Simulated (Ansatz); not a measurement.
# CH7BGaOP: up Jacob's ladder to CCSD(T)

An exercise on one series of results from a longer session: the logs are not shown, and one member is left open.

Method: functionals in def2-TZVPP, the program's frozen cores in correlated methods; program: Ansatz 0.2.0, Gaussian basis.

Plan: LDA (SPW92), PBE-D4, revPBE-D4, BLYP-D4, r2SCAN-D4, B97M-V, PBE0-D4, B3LYP-D4, r2SCANh-D4, r2SCAN0-D4, HSE06-D4, BHLYP-D4, CAM-B3LYP-D4, LC-ωPBE, ωB97X-V, ωB97M-V, B2PLYP, PBE-QIDH; CCSD(T)/def2-SVP; CCSD(T)/def2-TZVPP; MP2/def2-QZVPP; extrapolation to the limit; RPA on PBE.

**The relaxed structure**

All runs share one geometry, relaxed beforehand with PBE0-D4 in a triple-zeta def2 set.

SMILES `[CH3][Ga]([PH2])[BH]O`, 12 atoms, charge 0, spin multiplicity 1.

Atoms are counted from 1 here; the program's logs count them from 0.

Bond lengths: C1–Ga2 1.978 Å, C1–H6 1.093 Å, C1–H7 1.090 Å, C1–H8 1.094 Å, Ga2–P3 2.333 Å, Ga2–B4 2.104 Å, P3–H9 1.420 Å, P3–H10 1.419 Å, B4–O5 1.355 Å, B4–H11 1.209 Å, O5–H12 0.962 Å. Angles: Ga2–C1–H6 110.5°, Ga2–C1–H7 112.5°, Ga2–C1–H8 109.4°, H6–C1–H7 108.8°, H6–C1–H8 107.0°, H7–C1–H8 108.5°, C1–Ga2–P3 115.0°, C1–Ga2–B4 125.5°, P3–Ga2–B4 119.3°, Ga2–P3–H9 95.2°, Ga2–P3–H10 96.5°, H9–P3–H10 95.0°, Ga2–B4–O5 118.7°, Ga2–B4–H11 123.1°, O5–B4–H11 118.2°, B4–O5–H12 113.7°.

The first run:

Input file in.yaml:

```yaml
crystal:
  periodic: [false, false, false]
  atoms:
    - {symbol: C, position_ang: [-1.376070, 0.473384, 1.456240]}
    - {symbol: Ga, position_ang: [0.060412, -0.158229, 0.252555]}
    - {symbol: P, position_ang: [2.125622, -0.503313, 1.280936]}
    - {symbol: B, position_ang: [-0.186364, -0.696439, -1.766210]}
    - {symbol: O, position_ang: [-0.073812, 0.264909, -2.714596]}
    - {symbol: H, position_ang: [-2.223194, -0.217485, 1.436215]}
    - {symbol: H, position_ang: [-1.037877, 0.585312, 2.486803]}
    - {symbol: H, position_ang: [-1.744560, 1.441547, 1.104598]}
    - {symbol: H, position_ang: [2.120540, 0.725052, 1.992794]}
    - {symbol: H, position_ang: [2.921724, -0.021857, 0.209517]}
    - {symbol: H, position_ang: [-0.404567, -1.830329, -2.125954]}
    - {symbol: H, position_ang: [-0.181863, -0.062532, -3.612918]}
basis:
  gaussian: {orbitals: def2-TZVPP}
hamiltonian: {xc: lda}
output: {orbitals: {seedname: orbitals}}
```

Launch:

```sh
> ansatz run in.yaml --threads 4 --pin off --events-out ev --progress --plain --max-ram 10444MiB
```

Among the steps run: LDA; PBE-D4 (GGA); revPBE-D4 (GGA); BLYP-D4 (GGA); r2SCAN-D4 (meta-GGA); B97M-V (meta-GGA); B3LYP-D4 (hybrid); r2SCANh-D4 (hybrid); r2SCAN0-D4 (hybrid); HSE06-D4 (hybrid); BHLYP-D4 (hybrid); CAM-B3LYP-D4 (range-separated); LC-ωPBE (range-separated); ωB97X-V (range-separated); ωB97M-V (range-separated); B2PLYP (double hybrid); PBE-QIDH (double hybrid).

One of the session's tables, all rows but one given; the rest of the session is left out.

It belongs to the step «Frontier levels by functional». 

| functional | HOMO (eV) | gap (eV) |
| --- | --- | --- |
| LDA (SPW92) | -5.56 | 3.38 |
| PBE-D4 | -5.44 | 3.51 |
| revPBE-D4 | -5.39 | 3.57 |
| BLYP-D4 | -5.28 | 3.43 |
| r2SCAN-D4 | -5.66 | 3.94 |
| B97M-V | -5.71 | 3.86 |
| PBE0-D4 | -6.48 | 5.33 |
| B3LYP-D4 | -6.27 | 4.88 |
| r2SCANh-D4 | ? | ? |
| r2SCAN0-D4 | -6.63 | 5.59 |
| HSE06-D4 | -6.09 | 4.57 |
| BHLYP-D4 | -7.39 | 7.00 |
| CAM-B3LYP-D4 | -7.69 | 7.46 |
| LC-ωPBE | -9.00 | 9.91 |
| ωB97X-V | -8.67 | 9.42 |
| ωB97M-V | -8.49 | 9.01 |

Estimate the missing values for r2SCANh-D4.

Worked estimate for «HOMO (eV)». Against the share of exact exchange, r2SCAN-D4 (0, -5.66), r2SCAN0-D4 (0.25, -6.63) give a slope of -3.88 per unit share; at 0.1 the line stands at -6.05.

As computed: HOMO (eV): -6.05; gap (eV): 4.60. In «HOMO (eV)» the line misses by 0.00.
